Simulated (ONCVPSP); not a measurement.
**Cl: generating and testing an ONCV potential**

Aim: build the potential from the settings below, then test how well it stands in for the atom: other configurations, scattering, ghost states and the plane-wave cutoff that it needs.

Program: ONCVPSP 4.0.1. Reference atom: PBEsol, scalar-relativistic, spherical and spin-unpolarised. All values are calculated.

## Step 1: The design

The settings as typed:

```json
{
 "element": "chlorine (Cl, Z = 17)",
 "type": "optimised norm-conserving Vanderbilt (ONCV)",
 "frozen core": "[Ne]",
 "valence charge": "7",
 "reference configuration": "3s2 3p5",
 "partial waves": "3s: rc 1.25 bohr, ncon 4, nbas 8, qcut 5.2 1/bohr, 2 projectors, debl 1.8 Ha; 3p: rc 1.15 bohr, ncon 4, nbas 9, qcut 5.8 1/bohr, 3 projectors, debl 1.1 Ha; d scattering state at 0.43 Ha: rc 1.35 bohr, ncon 3, nbas 6, qcut 8.3 1/bohr, 2 projectors, debl 1.7 Ha",
 "local potential": "polynomial inside 0.70 bohr (lpopt 5, dvloc0 3 Ha)",
 "core correction": "Teter function, fcfact 3.75, rcfact 1.15"
}
```

The outer shells as boxes (Hund's rule for the drawing; the calculation is spin-unpolarised):

```
[Ne] core
3s [↑↓]
3p [↑↓][↑↓][↑ ]
```

An earlier all-electron run gives the scale for the radii.

All-electron outer shells of the reference configuration (PBEsol, scalar-relativistic, ld1.x):

```tsv
shell	level (eV)	outermost node (bohr)	outermost maximum (bohr)
2s	-252.19	0.12	0.36
2p	-191.42	–	0.30
3s	-20.62	0.56	1.27
3p	-8.56	0.53	1.43
```

## Step 2: The generation run

File Cl.dat:

```
# ATOM AND REFERENCE CONFIGURATION
# atsym  z   nc   nv     iexc    psfile
  Cl 17.00    3    2  -116133      upf
#
#   n    l    f
    1    0    2.00
    2    0    2.00
    2    1    6.00
    3    0    2.00
    3    1    5.00
#
# PSEUDOPOTENTIAL AND OPTIMIZATION
# lmax
    2
#
#   l,   rc,      ep,       ncon, nbas, qcut
    0    1.25    0.00    4    8    5.20
    1    1.15    0.00    4    9    5.80
    2    1.35    0.43    3    6    8.30
#
# LOCAL POTENTIAL
# lloc, lpopt,  rc(5),   dvloc0
    4    5    0.70    3.00
#
# VANDERBILT-KLEINMAN-BYLANDER PROJECTORs
# l, nproj, debl
    0    2    1.80
    1    3    1.10
    2    2    1.70
#
# MODEL CORE CHARGE
# icmod, fcfact, rcfact
    3    3.75    1.15
#
# LOG DERIVATIVE ANALYSIS
# epsh1, epsh2, depsh
   -2.00    5.00    0.02
#
# OUTPUT GRID
# rlmax, drl
    6.00    0.01
#
# TEST CONFIGURATIONS
# ncnf
    4
# nvcnf
#   n    l    f
    2
    3    0    2.00
    3    1    4.00
#
    2
    3    0    2.00
    3    1    3.00
#
    2
    3    0    2.00
    3    1    2.00
#
    2
    3    0    2.00
    3    1    4.50
#
```

Command:

```sh
$ oncvpsp.x < Cl.dat > Cl.out
```

What does the calculation give? Wanted: cutoffs for 1 and 0.1 mHa per electron, occupied waves; bound ghosts; GHOST(+) flags; largest test error; largest phase difference near zero energy, channels read; rms error of d²Exc/dn², without and with the model core.

As calculated:

| quantity | value |
| --- | --- |
| cutoffs for 1 and 0.1 mHa per electron, occupied waves | 22 Ha and 87 Ha |
| bound ghosts | p at -165.32 eV |
| GHOST(+) flags | s at 112 eV, p at 1017 eV, p at 2187 eV, p at 3530 eV and 1 more |
| largest test error (AE − PS) | +46 meV, for 3s2 3p2 |
| largest phase difference near zero energy, channels read | 0.000 rad |
| rms error of d²Exc/dn², without and with the model core | 1.91 and 0.84 mHa |

What this shows: It has a bound ghost (p), a state that the atom doesn't have, and that rules the file out. By total energies transferability is fair: the largest error is 46 meV on 77.5 eV, for 3s2 3p2. That test lies far up in energy; among those under 40 eV, nearer to bonding, the largest error is 9.7 meV. The potential is of middling hardness: the looser tolerance needs 22 Ha. The tighter tolerance needs 87 Ha, and converged work needs a cutoff nearer that. At the looser tolerance the 3s wave is the slowest; 3p needs 8 Ha. That counts occupied waves only; other projectors can need more. Near zero energy the phases of the channels with partial waves agree within 0.001 rad. The program also flags highly localised states, GHOST(+) (s, p). All of this concerns the isolated atom, not yet a solid.
